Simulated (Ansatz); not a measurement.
Predict the output of the script below (the Python package of Ansatz (0.2.0)).

Contents of `na3in.vasp`:
```text
Na3In
1.0
   0.00000000    3.89045900    3.89045900
   3.89045900    0.00000000    3.89045900
   3.89045900    3.89045900    0.00000000
Na In
3 1
Direct
   0.25000000    0.25000000    0.25000000
   0.75000000    0.75000000    0.75000000
   0.50000000    0.50000000    0.50000000
   0.00000000    0.00000000    0.00000000
```

Script `scf_na3in.py`:
```python
"""Self-consistent field of Na3In at the given structure."""

from pathlib import Path

import ansatz
from ase.io import read
import numpy as np
from pymatgen.core import Structure

XC = "PBEsol"
FILLING = "Marzari-Vanderbilt"
KMESH = (6, 6, 6)


def main() -> None:
    atoms = read("na3in.vasp", format="vasp")
    cell = ansatz.Crystal.from_ase(atoms)

    # functional, basis and sampling
    calculation = (
        cell.calculation()
        .functional(XC)
        .occupations(FILLING)
        .kpoints(mesh=KMESH, center="gamma")
        .density()
        .potential()
        .electron_localization_function()
        .output_files(volumetric_format="npy")
        .forces()
        .band_table()
    )
    result = calculation.run(threads=1, pin="off")
    report = result.report

    print("%-22s %14.5f eV" % ("F = E - TS", report["free_energy_ev"]))
    print("%-22s %14.5f eV" % ("E", report["internal_energy_ev"]))
    print("%-22s %14.5f eV" % ("Harris-Foulkes", report["harris_foulkes_ev"]))
    print("%-22s %14.5f eV" % ("Fermi level", report["fermi_energy_ev"]))

    final = Structure(result.lattice.cell_ang, [s.symbol for s in result.lattice.sites], [s.position_frac for s in result.lattice.sites])
    # count neighbours out to a fixed multiple of the shortest distance
    for index, (site, neighbours) in enumerate(zip(final, final.get_all_neighbors(5.5))):
        first = min(n.nn_distance for n in neighbours)
        shell = [n for n in neighbours if n.nn_distance < 1.2 * first]
        mean = sum(n.nn_distance for n in shell) / len(shell)
        print(f"atom {index} {site.specie.symbol}: {len(shell)} neighbours within 1.2 of the shortest distance, mean {mean:.3f} A")

    folder = Path(result.write_results("fields"))
    print("densities in e/A^3, potentials in eV, ELF without unit")
    for name in sorted(p.name for p in folder.glob("*.npy")):
        field = np.load(folder / name)
        print(f"{name:16s} {str(field.shape):16s} min {field.min():10.4f}  mean {field.mean():10.4f}  max {field.max():10.4f}")

    # forces in eV per angstrom
    forces = np.array(report["forces_ev_ang"])
    norms = np.linalg.norm(forces, axis=1)
    print("largest force {:.4f} eV/A on atom {}".format(norms.max(), norms.argmax()))
    print(np.array2string(forces, precision=4, suppress_small=True))

    print("band  energy (eV)  occupation (first spin channel), at k =", report["kpoints_frac"][0])
    for band, (e, occ) in enumerate(zip(report["eigenvalues_ev"][0], report["occupations"][0]), start=1):
        print(f"{band:4d} {e:12.4f} {occ:9.4f}")


if __name__ == "__main__":
    main()
```

```console
$ python scf_na3in.py
DeckWarning: basis.ecutwfc = 420 eV, auto-derived from the records' recommended cutoffs: set by Na (normal level)
F = E - TS                -9953.16337 eV
E                         -9953.15755 eV
Harris-Foulkes            -9953.16337 eV
Fermi level                   3.95157 eV
atom 0 Na: 14 neighbours within 1.2 of the shortest distance, mean 3.593 A
atom 1 Na: 14 neighbours within 1.2 of the shortest distance, mean 3.593 A
atom 2 Na: 14 neighbours within 1.2 of the shortest distance, mean 3.593 A
atom 3 In: 14 neighbours within 1.2 of the shortest distance, mean 3.593 A
densities in e/A^3, potentials in eV, ELF without unit
elf.npy          (40, 40, 40)     min     0.0004  mean     0.2677  max     0.6205
rho.npy          (40, 40, 40)     min     0.0314  mean     0.3396  max    20.7435
v_es.npy         (40, 40, 40)     min   -90.8945  mean     1.8685  max     6.6346
v_tot.npy        (40, 40, 40)     min  -113.1251  mean    -5.7307  max     0.5856
largest force 0.0000 eV/A on atom 1
[[-0. -0. -0.]
 [ 0.  0. -0.]
 [ 0.  0.  0.]
 [-0.  0.  0.]]
band  energy (eV)  occupation (first spin channel), at k = [0.0, 0.0, 0.0]
   1     -48.6081    2.0000
   2     -48.2101    2.0000
   3     -48.2090    2.0000
   4     -20.6948    2.0000
   5     -20.6948    2.0000
   6     -20.6948    2.0000
   7     -20.3054    2.0000
   8     -20.3054    2.0000
   9     -20.3054    2.0000
  10     -20.2935    2.0000
  11     -20.2935    2.0000
  12     -20.2935    2.0000
  13     -10.3223    2.0000
  14     -10.3223    2.0000
  15     -10.3223    2.0000
  16     -10.3109    2.0000
  17     -10.3109    2.0000
  18      -1.8990    2.0000
  19       5.1211    0.0000
  20       5.1211    0.0000
  21       5.1211    0.0000
  22       5.2387    0.0000
  23       7.3610    0.0000
  24       7.3610    0.0000
```
(Warnings from the package without file and line.)

What to keep in mind:
- Absolute energies stand on the zero of these potentials, so only differences at equal settings mean something. A total without «per atom» is that of the cell as typed.
- The computed bands are complete only to about 2.8 eV above the Fermi level.
- For a metal this k-point mesh is coarse: on a finer one energies can move by several to tens of meV an atom and pressures by half a GPa or more, differences at one mesh by less.
- The zero of the levels is a convention of the potentials, so an absolute Fermi energy is no work function.
- The fields are valence quantities on the plane-wave grid; their values near the nuclei depend on the potentials.
- The structure comes from a database of computed cells and needn't be a stable or known phase.
- Levels are Kohn-Sham eigenvalues on this mesh, without spin-orbit coupling.
- Finished in 1.5 s on 1 thread of AMD EPYC 9R45 96-Core Processor (Zen 5) (shared host), peak memory 0.53 GiB.

(Lines on the test bed's own set-up are left out of the output.)
